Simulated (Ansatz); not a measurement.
**C₂H₄BBr: one species, many methods**

An exercise on one series of results from a longer session: the logs are not shown, and one member is left open.

The runs use Ansatz 0.2.0, Gaussian basis; functionals in def2-TZVPP, the program's frozen cores in correlated methods.

The runs, in order: LDA (SPW92), PBE-D4, revPBE-D4, BLYP-D4, r2SCAN-D4, B97M-V, PBE0-D4, B3LYP-D4, r2SCANh-D4, r2SCAN0-D4, HSE06-D4, BHLYP-D4, CAM-B3LYP-D4, LC-ωPBE, ωB97X-V, ωB97M-V, B2PLYP, PBE-QIDH; CCSD(T)/def2-SVP; CCSD(T)/def2-TZVPP; MP2/def2-QZVPP; extrapolation to the limit; RPA on PBE.

**The relaxed structure**

All runs share one geometry, relaxed beforehand with PBE0-D4 in a triple-zeta def2 set.

SMILES `BrB1CC1`, 8 atoms, charge 0, spin multiplicity 1.

Atoms are counted from 1 here; the program's logs count them from 0.

Bond lengths: Br1–B2 1.873 Å, B2–C3 1.513 Å, B2–C4 1.513 Å, C3–C4 1.559 Å, C3–H5 1.086 Å, C3–H6 1.086 Å, C4–H7 1.086 Å, C4–H8 1.086 Å. Angles: Br1–B2–C3 149.0°, Br1–B2–C4 149.0°, C3–B2–C4 62.0°, B2–C3–C4 59.0°, B2–C3–H5 120.3°, B2–C3–H6 120.3°, C4–C3–H5 117.1°, C4–C3–H6 117.1°, H5–C3–H6 112.7°, B2–C4–C3 59.0°, B2–C4–H7 120.3°, B2–C4–H8 120.3°, C3–C4–H7 117.1°, C3–C4–H8 117.1°, H7–C4–H8 112.7°.

Set-up of the first run:

File in.yaml:

```yaml
crystal:
  periodic: [false, false, false]
  atoms:
    - {symbol: Br, position_ang: [-2.586709, 0.831441, -0.543560]}
    - {symbol: B, position_ang: [-0.837849, 0.267135, -0.182422]}
    - {symbol: C, position_ang: [0.591375, 0.617208, 0.170721]}
    - {symbol: C, position_ang: [0.155341, -0.865042, -0.035245]}
    - {symbol: H, position_ang: [1.250961, 1.047947, -0.577412]}
    - {symbol: H, position_ang: [0.847208, 0.922377, 1.181516]}
    - {symbol: H, position_ang: [0.537863, -1.376316, -0.914193]}
    - {symbol: H, position_ang: [0.133912, -1.501850, 0.844694]}
basis:
  gaussian: {orbitals: def2-TZVPP}
hamiltonian: {xc: lda}
output: {orbitals: {seedname: orbitals}}
```

Run with:

```console
$ ansatz run in.yaml --threads 2 --pin off --events-out ev --progress --plain --max-ram 4352MiB
```

Among the steps run: LDA; PBE-D4 (GGA); revPBE-D4 (GGA); BLYP-D4 (GGA); r2SCAN-D4 (meta-GGA); B97M-V (meta-GGA); B3LYP-D4 (hybrid); r2SCANh-D4 (hybrid); r2SCAN0-D4 (hybrid); HSE06-D4 (hybrid); BHLYP-D4 (hybrid); CAM-B3LYP-D4 (range-separated); LC-ωPBE (range-separated); ωB97X-V (range-separated); ωB97M-V (range-separated); B2PLYP (double hybrid); PBE-QIDH (double hybrid).

One table of the session follows, with a row left open; its other results are not shown here.

It belongs to the step «Frontier levels by functional». 

```
  functional  HOMO (eV)  gap (eV)
 LDA (SPW92)      -6.08      3.56
      PBE-D4      -5.94      3.67
   revPBE-D4      -5.89      3.72
     BLYP-D4      -5.82      3.73
   r2SCAN-D4      -6.18      4.26
      B97M-V      -6.25      4.40
     PBE0-D4      -7.20      5.90
    B3LYP-D4      -6.99      5.51
  r2SCANh-D4      -6.65      5.06
  r2SCAN0-D4      -7.36      6.26
    HSE06-D4      -6.81      5.11
    BHLYP-D4          ?         ?
CAM-B3LYP-D4      -8.57      8.43
     LC-ωPBE      -9.92     10.92
     ωB97X-V      -9.55     10.48
     ωB97M-V      -9.43     10.18
```

Estimate the missing values for BHLYP-D4.

Worked estimate for «HOMO (eV)». Against the share of exact exchange, BLYP-D4 (0, -5.82), B3LYP-D4 (0.2, -6.99) give a slope of -5.85 per unit share; at 0.5 the line stands at -8.74.

The run gave: HOMO (eV): -8.37; gap (eV): 8.18. In «HOMO (eV)» the line misses by -0.37.
